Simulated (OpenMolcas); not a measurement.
**Tc³⁺ among point charges: CASSCF and CASPT2 levels and susceptibility**

How does a field of 5 point charges split the states of Tc³⁺, and what χT follows?

The numbers are computed with OpenMolcas 26.06 (state-averaged CASSCF and CASPT2, spin-orbit coupling by RASSI with atomic mean-field integrals), except any that are marked as measured or tabulated.

## (1) The system

* Species: Tc³⁺ (technetium, Z = 43, 40 electrons)
* Basis: ANO-RCC-VDZP [6s5p3d1f], 43 functions
* Scalar Hamiltonian: DKH2, point nucleus
* Inactive shells: 1s 2s 2p 3s 3p 3d 4s 4p
* Active space: 4 electrons in 5 orbitals (4d)
* Some configurations of this space: 4d⁴
* Orbitals: optimised for each spin and parity, averaged over all roots

Outer shells as boxes (Hund's rule):

4d4
```
4d [↑ ][↑ ][↑ ][↑ ][  ]
```

The ion sits among 5 point charges of -1 e arranged as a trigonal bipyramid (D3h), 1.68 Å from the ion, with the axial distance 1.915 Å.

Each step is its own input file, run in one work folder so that later steps find the files of earlier ones. Labels, J, g values, rates, χT and fits are worked out afterwards by a script from the matrices that RASSI stores.

## (2) GATEWAY and SEWARD: basis and integrals

Contents of a.inp:

```
&GATEWAY
Coord
1

Tc 0.0 0.0 0.0
Basis=ANO-RCC-VDZP
Group=NoSym
NoMove
AngMom=0.0 0.0 0.0
AMFI
XField
5 Angstrom 0
1.680000 0.000000 0.000000 -1.000000
-0.840000 1.454923 0.000000 -1.000000
-0.840000 -1.454923 0.000000 -1.000000
0.000000 0.000000 1.915200 -1.000000
0.000000 0.000000 -1.915200 -1.000000
&SEWARD
```

## (3) CASSCF: quintets, 5 roots

Contents of a.inp:

```
&RASSCF
FileOrb=start.orb
Symmetry=1
Spin=5
nActEl=4 0 0
Inactive=18
Ras2=5
CIRoot=5 5 1
SDav=5
CIMx=300
Iter=120 100
PrWF=0.3
OrbListing=Nothing
MaxOrb=0
>>> COPY $Project.JobIph JOB001
```

start.orb holds the contracted functions of the basis, ordered by shell, or the orbitals of the step before.

## (4) CASSCF: triplets, 45 roots

Contents of a.inp:

```
&RASSCF
FileOrb=start.orb
Symmetry=1
Spin=3
nActEl=4 0 0
Inactive=18
Ras2=5
CIRoot=45 45 1
SDav=45
CIMx=300
Iter=120 100
PrWF=0.3
OrbListing=Nothing
MaxOrb=0
>>> COPY $Project.JobIph JOB002
```

## (5) CASSCF: singlets, 50 roots

Contents of a.inp:

```
&RASSCF
FileOrb=start.orb
Symmetry=1
Spin=1
nActEl=4 0 0
Inactive=18
Ras2=5
CIRoot=50 50 1
SDav=50
CIMx=300
Iter=120 100
PrWF=0.3
OrbListing=Nothing
MaxOrb=0
>>> COPY $Project.JobIph JOB003
```

## (6) RASSI: spin-orbit coupling between the states

Contents of a.inp:

```
&RASSI
NrOfJobIphs=3 5 45 50
1 2 3 4 5
1 2 3 4 5 6 7 8 9 10 11 12 13 14 15 16 17 18 19 20 21 22 23 24 25 26 27
28 29 30 31 32 33 34 35 36 37 38 39 40 41 42 43 44 45
1 2 3 4 5 6 7 8 9 10 11 12 13 14 15 16 17 18 19 20 21 22 23 24 25 26 27
28 29 30 31 32 33 34 35 36 37 38 39 40 41 42 43 44 45 46 47 48 49 50
IphNames
JOB001
JOB002
JOB003
EJob
SpinOrbit
DIPRint=1.0
SOCoupling=1000.0
Subsets=2
Property=9
'ANGMOM' 1 'ANGMOM' 2 'ANGMOM' 3 'MLTPL  1' 1 'MLTPL  1' 2 'MLTPL  1' 3
'AMFI' 1 'AMFI' 2 'AMFI' 3
SOProperty=3
'ANGMOM' 1 'ANGMOM' 2 'ANGMOM' 3
```

## (7) CASPT2: IPEA 0.25, imaginary shift 0.1 (closed shells correlated: 4s 4p)

Contents of a.inp:

```
>>> COPY JOB001 $Project.JobIph
&CASPT2
Multistate=5 1 2 3 4 5
NoMult
Frozen=14
IPEA=0.25
Imaginary=0.1
MaxIter=60
WThr=0.0 0.3 0.05
PrWF=0.5
NoMix
>>> COPY JOB002 $Project.JobIph
&CASPT2
Multistate=45 1 2 3 4 5 6 7 8 9 10 11 12 13 14 15 16 17 18 19 20 21 22
23 24 25 26 27 28 29 30 31 32 33 34 35 36 37 38 39 40 41 42 43 44 45
NoMult
Frozen=14
IPEA=0.25
Imaginary=0.1
MaxIter=60
WThr=0.0 0.3 0.05
PrWF=0.5
NoMix
>>> COPY JOB003 $Project.JobIph
&CASPT2
Multistate=50 1 2 3 4 5 6 7 8 9 10 11 12 13 14 15 16 17 18 19 20 21 22
23 24 25 26 27 28 29 30 31 32 33 34 35 36 37 38 39 40 41 42 43 44 45 46
47 48 49 50
NoMult
Frozen=14
IPEA=0.25
Imaginary=0.1
MaxIter=60
WThr=0.0 0.3 0.05
PrWF=0.5
NoMix
```

(Steps that only read results are left out.)

**Question.** What will these runs give? Wanted: spin-free ground state; first state of the same spin within the active space; lowest level; next level.

**Answer**, as computed:

| quantity | value |
| --- | --- |
| method | SS-CASPT2, IPEA 0.25, imaginary shift 0.1 (closed shells correlated: 4s 4p) |
| spin-free ground state | 5A1, 1-fold in its orbital part |
| first state of the same spin within the active space | 5E at 3670 cm⁻¹ |
| lowest level | 1-fold A1 |
| next level | 55.0 cm⁻¹ |
| χT at 300 K | 2.55 cm³ K/mol |
| effective moment at 300 K | 4.52 μB |

Cost by method:

| method | time of its own steps | time with the reference |
| --- | --- | --- |
| A. CASSCF | 25 s | 25 s |
| B. SS-CASPT2, IPEA 0.25, imaginary shift 0.1, +4s 4p | 10 s | 35 s |

Times are of one thread on a shared host.

The spin-free ground state (5A1) comes to 100 % from free-ion D terms and keeps the highest spin of the shell. χT at 300 K is 2.55, against 3.01 cm³ K/mol for the spin alone, so spin-orbit coupling lowers it. An active space of the d shell alone favours high spin; real ions in strong fields can be low spin. CASPT2 does not keep the components of a term degenerate, and the means are used. The field of point charges can differ much from that of real complexes. With metal d orbitals alone active, the gaps between spin states are rough; where two lie within a few thousand cm-1, their order is open. This is an electrostatic model: the charges have no orbitals.
